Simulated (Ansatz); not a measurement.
Task: a single point from a YAML input of Mg2PbN2, space group P-3m1, with Ansatz's Python interface. Give the script and its output. Level of theory: PBE, PAW, the default cutoff (420 eV here), 6×6×3 k-points, fixed occupations.

The script reads `mg2pbn2.yaml`:
```yaml
crystal:
  lattice:
    - [3.626864, 0.0, 0.0]
    - [-1.813432, 3.140956, 0.0]
    - [0.0, 0.0, 6.565892]
  atoms:
    - { symbol: Mg, position: [0.666667, 0.333333, 0.138776] }
    - { symbol: Mg, position: [0.333333, 0.666667, 0.861224] }
    - { symbol: Pb, position: [0.0, 0.0, 0.5] }
    - { symbol: "N", position: [0.666667, 0.333333, 0.797455] }
    - { symbol: "N", position: [0.333333, 0.666667, 0.202545] }
kpoints:
  mp_grid: { grid: [6, 6, 3] }
hamiltonian:
  xc: pbe
scf:
  occupations: { method: fixed }
output:
  forces: true
```

`run_yaml_run.py`
```python
import json
import warnings

import ansatz as az
import numpy as np

warnings.simplefilter("ignore", az.DeckWarning)

res = az.Session.from_deck("mg2pbn2.yaml").plan(threads=1).execute()
rep = res.report

energy = rep["free_energy_ev"]
print("Mg2PbN2: {:.6f} eV = {:.6f} Ry = {:.6f} Ha".format(energy, energy / 13.605693, energy / 27.211386))
print("Fermi level {:.4f} eV, {} k-points, {} symmetry operations".format(rep["fermi_energy_ev"], rep["n_kpoints"], rep["n_symmetry_ops"]))

forces = np.array(rep["forces_ev_ang"])
norms = np.linalg.norm(forces, axis=1)
print("largest force {:.4f} eV/A on atom {}".format(norms.max(), norms.argmax()))
print(np.array2string(forces, precision=4, suppress_small=True))

print("doubts on the final state:", rep["published_state_doubts"] or "none")
print("warnings:", sorted({n["data"]["kind"] for n in res.notices if n["data"].get("severity") in ("warning", "doubt")}) or "none")

keep = ["free_energy_ev", "energy_sigma0_ev", "fermi_energy_ev", "n_iterations", "converged", "magnetization_mub", "n_kpoints"]
with open("mg2pbn2.json", "w") as handle:
    json.dump({key: rep[key] for key in keep}, handle, indent=1)
```

```console
$ python run_yaml_run.py
Mg2PbN2: -16522.738583 eV = -1214.398898 Ry = -607.199449 Ha
Fermi level 9.1200 eV, 17 k-points, 12 symmetry operations
largest force 0.0125 eV/A on atom 3
[[-0.      0.      0.0073]
 [ 0.     -0.     -0.0073]
 [-0.     -0.      0.    ]
 [ 0.      0.     -0.0125]
 [-0.     -0.      0.0125]]
doubts on the final state: none
warnings: none
```

It writes `mg2pbn2.json`:
```json
{
 "free_energy_ev": -16522.738583470396,
 "energy_sigma0_ev": -16522.738583470396,
 "fermi_energy_ev": 9.120034895002245,
 "n_iterations": 7,
 "converged": true,
 "magnetization_mub": 0.0,
 "n_kpoints": 17
}
```

Caveats:
- Total energies depend on the potentials; only differences at equal settings carry meaning. A total without «per atom» is that of the cell as typed.
- An absolute Fermi energy rests on an arbitrary zero of the periodic potential and has no direct meaning.
- Spin-orbit coupling, which matters for elements this heavy, is left out.
- This cell is a computed structure, which may not be the phase found in nature.
- The whole script took 2.8 s on 1 thread of Intel(R) Xeon(R) Platinum 8488C (Sapphire Rapids), on a shared host, peak memory 0.41 GiB.

(Lines on the test bed's own set-up are left out of the output.)
